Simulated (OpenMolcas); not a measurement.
# Mo²⁺ among point charges: CASSCF levels and susceptibility, part 2 of 2

Aim: the splitting of the states of Mo²⁺ in the field of 6 point charges, its lowest levels with spin-orbit coupling and its magnetic susceptibility.

OpenMolcas 26.06; ANO-RCC-VDZP, DKH2, active space 4 electrons in 5 orbitals (4d), orbitals: per spin and parity. Surroundings: 6 point charges of -1.1 e arranged as a trigonal prism (D3h), 2.09 Å from the ion, with a polar angle of 58.4° against the regular 49.1°. The active orbitals were held to one l.

## 6. RASSI: spin-orbit coupling between the states

File a.inp:

```
&RASSI
NrOfJobIphs=3 5 45 50
1 2 3 4 5
1 2 3 4 5 6 7 8 9 10 11 12 13 14 15 16 17 18 19 20 21 22 23 24 25 26 27
28 29 30 31 32 33 34 35 36 37 38 39 40 41 42 43 44 45
1 2 3 4 5 6 7 8 9 10 11 12 13 14 15 16 17 18 19 20 21 22 23 24 25 26 27
28 29 30 31 32 33 34 35 36 37 38 39 40 41 42 43 44 45 46 47 48 49 50
IphNames
JOB001
JOB002
JOB003
EJob
SpinOrbit
DIPRint=1.0
SOCoupling=1000.0
Subsets=2
Property=9
'ANGMOM' 1 'ANGMOM' 2 'ANGMOM' 3 'MLTPL  1' 1 'MLTPL  1' 2 'MLTPL  1' 3
'AMFI' 1 'AMFI' 2 'AMFI' 3
SOProperty=3
'ANGMOM' 1 'ANGMOM' 2 'ANGMOM' 3
```

Standard output:

```text
SPIN-FREE ENERGIES:
  (Shifted by EMIN (a.u.) =      -4048.2682899176)

 SF State       Relative EMIN(au)   Rel lowest level(eV)    D:o, cm**(-1)      L_eff

     1             0.0000000000        0.0000000000              0.0000         2.0
     2             0.0000000029        0.0000000785              0.0006         2.0
     3             0.0030159722        0.0820687840            661.9294         2.0
     4             0.0030160240        0.0820701929            661.9407         2.0
     5             0.0315802423        0.8593421708           6931.0620         2.0
     6             0.0447787568        1.2184920476           9827.8011         4.0
     7             0.0510469782        1.3890590394          11203.5167         4.0
     8             0.0510469782        1.3890590394          11203.5167         4.0
     9             0.0548147286        1.4915847518          12030.4424         4.3
    10             0.0548147347        1.4915849177          12030.4437         4.3
    11             0.0690561488        1.8791135370          15156.0728         4.8
    12             0.0690561515        1.8791136114          15156.0734         4.8
    13             0.0693104069        1.8860322542          15211.8760         5.0
    14             0.0693104069        1.8860322542          15211.8760         5.0
    15             0.0747749756        2.0347307419          16411.2102         4.7
    16             0.0747749756        2.0347307419          16411.2102         4.7
    17             0.0748537518        2.0368743512          16428.4996         3.7
    51             0.0771062468        2.0981678633          16922.8651         5.2
    52             0.0771062468        2.0981678633          16922.8651         5.2
    18             0.0777156688        2.1147510811          17056.6178         2.9
    19             0.0777156998        2.1147519236          17056.6246         2.9
    20             0.0816130526        2.2208042961          17911.9946         3.4
    21             0.0816130556        2.2208043791          17911.9953         3.4
    53             0.0817217222        2.2237613474          17935.8449         4.4
    22             0.0836107699        2.2751649535          18350.4429         3.7
    23             0.0836107725        2.2751650257          18350.4435         3.7
    25             0.0850349102        2.3139177868          18663.0056         4.1
    24             0.0850349102        2.3139177868          18663.0056         4.1
    54             0.0889370083        2.4200992844          19519.4171         4.6
    55             0.0889370123        2.4200993930          19519.4180         4.6
    26             0.0889597463        2.4207180167          19524.4075         3.5
    27             0.0889597469        2.4207180327          19524.4077         3.5
    56             0.0904710640        2.4618430666          19856.1034         5.8
    57             0.0904710640        2.4618430666          19856.1034         5.8
    28             0.0910822933        2.4784754644          19990.2528         2.0
    29             0.0930219656        2.5312566348          20415.9616         3.6
    30             0.1000401129        2.7222301534          21956.2669         2.3
    31             0.1000401306        2.7222306343          21956.2708         2.3
    58             0.1003681633        2.7311568573          22028.2656         5.9
    59             0.1003681655        2.7311569188          22028.2661         5.9
Eigenvalues of complex Hamiltonian:
   -----------------------------------
  (Shifted by EMIN (a.u.) =      -4048.2682899176)

 SO State       Relative EMIN(au)   Rel lowest level(eV)    D:o, cm**(-1)     J-value

     1            -0.0044256670        0.0000000000              0.0000         1.0
     2            -0.0043281011        0.0026549017             21.4132         1.1
     3            -0.0028788801        0.0420902156            339.4805         1.6
     4            -0.0028788721        0.0420904322            339.4822         1.6
     5            -0.0012322971        0.0868960219            700.8637         1.7
     6            -0.0012322947        0.0868960876            700.8642         1.7
     7             0.0005812224        0.1362444002           1098.8852         1.6
     8             0.0005812224        0.1362444002           1098.8852         1.6
     9             0.0007195289        0.1400079124           1129.2400         2.1
    10             0.0007195291        0.1400079187           1129.2400         2.1
    11             0.0016885446        0.1663761727           1341.9143         2.7
    12             0.0023471734        0.1842983742           1486.4666         3.0
    13             0.0027185769        0.1944047794           1567.9803         1.6
    14             0.0027185769        0.1944047794           1567.9803         1.6
    15             0.0031825406        0.2070298763           1669.8086         3.1
    16             0.0031825837        0.2070310468           1669.8180         3.1
    17             0.0041448716        0.2332162345           1881.0158         3.1
    18             0.0041448720        0.2332162469           1881.0159         3.1
    19             0.0049569893        0.2553150837           2059.2550         2.7
    20             0.0049569893        0.2553150837           2059.2550         2.7
    21             0.0312498297        0.9707797200           7829.8665         2.5
    22             0.0312498297        0.9707797200           7829.8665         2.5
    23             0.0313242866        0.9728057944           7846.2079         3.1
    24             0.0313242868        0.9728058000           7846.2079         3.1
    25             0.0313482298        0.9734573239           7851.4628         3.3
    26             0.0422041533        1.2688620498          10234.0626         3.6
    27             0.0441447732        1.3216690070          10659.9794         3.8
    28             0.0441447733        1.3216690109          10659.9795         3.8
    29             0.0465998992        1.3884763900          11198.8173         2.9
    30             0.0465998993        1.3884763918          11198.8173         2.9
    31             0.0508545907        1.5042524442          12132.6142         3.2
    32             0.0508545907        1.5042524442          12132.6142         3.2
    33             0.0531122731        1.5656871124          12628.1182         4.3
    34             0.0542614220        1.5969570470          12880.3272         3.0
    35             0.0542614220        1.5969570470          12880.3272         3.0
    36             0.0543302663        1.5988303941          12895.4368         4.9
    37             0.0545166610        1.6039024538          12936.3457         4.6
    38             0.0545166679        1.6039026396          12936.3472         4.6
    39             0.0560403190        1.6453632999          13270.7500         4.3
    40             0.0560403191        1.6453633014          13270.7500         4.3
    41             0.0661461101        1.9203558838          15488.7148         2.2
Weights of the five most important spin-orbit-free states for each spin-orbit state.

 SO State  Total energy (au)           Spin-free states, spin, and weights
 -------------------------------------------------------------------------------------------------------
    1        -0.004426       1 2.0  0.4466    2 2.0  0.4466    3 2.0  0.0480    4 2.0  0.0480   10 1.0  0.0018
    2        -0.004328       1 2.0  0.4580    2 2.0  0.4580    3 2.0  0.0382    4 2.0  0.0382   10 1.0  0.0016
    3        -0.002879       1 2.0  0.4277    2 2.0  0.4277    3 2.0  0.1373   19 1.0  0.0021   10 1.0  0.0017
    4        -0.002879       1 2.0  0.4277    2 2.0  0.4277    4 2.0  0.1373   18 1.0  0.0021    9 1.0  0.0017
    5        -0.001232       1 2.0  0.8369    3 2.0  0.0791    4 2.0  0.0791    5 2.0  0.0006   26 1.0  0.0005
    6        -0.001232       2 2.0  0.8369    3 2.0  0.0791    4 2.0  0.0791    5 2.0  0.0006   27 1.0  0.0005
    7         0.000581       2 2.0  0.4262    1 2.0  0.4262    3 2.0  0.0715    4 2.0  0.0715    8 1.0  0.0028
    8         0.000581       1 2.0  0.4262    2 2.0  0.4262    3 2.0  0.0715    4 2.0  0.0715    7 1.0  0.0028
    9         0.000720       3 2.0  0.4942    4 2.0  0.4869    6 1.0  0.0055    5 2.0  0.0049    1 2.0  0.0028
   10         0.000720       4 2.0  0.4942    3 2.0  0.4868    6 1.0  0.0055    5 2.0  0.0049    2 2.0  0.0028
   11         0.001689       3 2.0  0.4397    4 2.0  0.4397    1 2.0  0.0497    2 2.0  0.0497    5 2.0  0.0113
   12         0.002347       3 2.0  0.4597    4 2.0  0.4597    1 2.0  0.0385    2 2.0  0.0385   21 1.0  0.0008
```

Time for these steps: 26 s (1 thread of Arm Neoverse V1, shared host).

States without spin-orbit coupling:

```csv
state,degeneracy,E (cm-1),free-ion L (%)
5E,2,0,D (100)
5E,2,662,D (100)
5A1,1,6931,D (100)
3A2,1,9828,H (57)
triplet,2,11204,F (41)
3E,2,12030,H (70)
3E,2,15156,H (86)
3E,2,15212,H (100)
3E,2,16411,H (66)
3A2,1,16428,F (45)
1E,2,16923,I (58)
3E,2,17057,P (47)
3E,2,17912,F (66)
1A1,1,17936,G (63)
3E,2,18350,G (65)
triplet,2,18663,G (67)
1E,2,19519,G (46)
3E,2,19524,F (46)
singlet,2,19856,I (91)
3A2,1,19990,P (63)
3A1,1,20416,G (76)
3E,2,21956,D (43)
1E,2,22028,I (95)
triplet,2,22206,H (53)
```

With spin-orbit coupling:

```json
{"E (cm-1)": "0.0", "Degeneracy": "1", "Label": "A1", "2S+1": "5", "g": ""}
{"E (cm-1)": "21.4", "Degeneracy": "1", "Label": "A2", "2S+1": "5", "g": ""}
{"E (cm-1)": "339.5", "Degeneracy": "2", "Label": "E", "2S+1": "5", "g": "0.00 0.00 0.29"}
{"E (cm-1)": "700.9", "Degeneracy": "2", "Label": "E", "2S+1": "5", "g": "0.00 0.00 4.32"}
{"E (cm-1)": "1099", "Degeneracy": "2", "Label": "", "2S+1": "5", "g": "0.00 0.00 8.28"}
{"E (cm-1)": "1129", "Degeneracy": "2", "Label": "E", "2S+1": "5", "g": "0.00 0.00 5.92"}
{"E (cm-1)": "1342", "Degeneracy": "1", "Label": "A1", "2S+1": "5", "g": ""}
{"E (cm-1)": "1486", "Degeneracy": "1", "Label": "A2", "2S+1": "5", "g": ""}
{"E (cm-1)": "1568", "Degeneracy": "2", "Label": "E", "2S+1": "5", "g": "0.00 0.00 11.99"}
{"E (cm-1)": "1670", "Degeneracy": "2", "Label": "E", "2S+1": "5", "g": "0.00 0.00 1.79"}
{"E (cm-1)": "1881", "Degeneracy": "2", "Label": "E", "2S+1": "5", "g": "0.00 0.00 5.69"}
{"E (cm-1)": "2059", "Degeneracy": "2", "Label": "", "2S+1": "5", "g": "0.00 0.00 9.71"}
{"E (cm-1)": "7830", "Degeneracy": "2", "Label": "E", "2S+1": "5", "g": "0.00 0.00 7.98"}
{"E (cm-1)": "7846", "Degeneracy": "2", "Label": "E", "2S+1": "5", "g": "0.00 0.00 3.99"}
{"E (cm-1)": "7851", "Degeneracy": "1", "Label": "A1", "2S+1": "5", "g": ""}
{"E (cm-1)": "10234", "Degeneracy": "1", "Label": "A1", "2S+1": "3", "g": ""}
{"E (cm-1)": "10660", "Degeneracy": "2", "Label": "E", "2S+1": "3", "g": "0.00 0.00 3.89"}
{"E (cm-1)": "11199", "Degeneracy": "2", "Label": "E", "2S+1": "3", "g": "0.00 0.00 2.01"}
{"E (cm-1)": "12133", "Degeneracy": "2", "Label": "", "2S+1": "3", "g": "0.00 0.00 5.99"}
{"E (cm-1)": "12628", "Degeneracy": "1", "Label": "A2", "2S+1": "3", "g": ""}
{"E (cm-1)": "12880", "Degeneracy": "2", "Label": "E", "2S+1": "3", "g": "0.00 0.00 9.90"}
{"E (cm-1)": "12895", "Degeneracy": "1", "Label": "A1", "2S+1": "3", "g": ""}
{"E (cm-1)": "12936", "Degeneracy": "2", "Label": "E", "2S+1": "3", "g": "0.00 0.00 2.09"}
{"E (cm-1)": "13271", "Degeneracy": "2", "Label": "E", "2S+1": "3", "g": "0.00 0.00 5.98"}
```

The table of states holds 24 of 58 computed; the rest, higher up, is left out. Labels of spin-orbit levels are those of the rotation subgroup (D3 for D3h). Principal g values are given for doublets only; a zero marks a field direction without first-order Zeeman splitting.

Powder χT (cm³ K/mol): 0.07 at 2 K, 0.16 at 5 K, 0.30 at 10 K, 0.45 at 20 K, 0.60 at 50 K, 0.77 at 100 K, 0.92 at 150 K, 1.04 at 200 K, 1.14 at 250 K, 1.24 at 300 K.

## 7. Outcome

This closing draws on all 2 parts.

```
                                            quantity                           value
                                              method                          CASSCF
                              spin-free ground state  5E, 2-fold in its orbital part
first state of the same spin within the active space                  5E at 662 cm⁻¹
                                        lowest level                       1-fold A1
                                          next level                       21.4 cm⁻¹
                                         χT at 300 K                  1.24 cm³ K/mol
                           effective moment at 300 K                         3.15 μB
```

**Reading.** The spin-free ground state (5E) comes to 100 % from free-ion D terms and keeps the highest spin of the shell. χT at 300 K is 1.24, against 3.01 cm³ K/mol for the spin alone, so spin-orbit coupling lowers it. An active space of the d shell alone favours high spin; real ions in strong fields can be low spin. The field of point charges can differ much from that of real complexes. With metal d orbitals alone active, the gaps between spin states are rough; where two lie within a few thousand cm-1, their order is open. This is an electrostatic model: the charges have no orbitals.
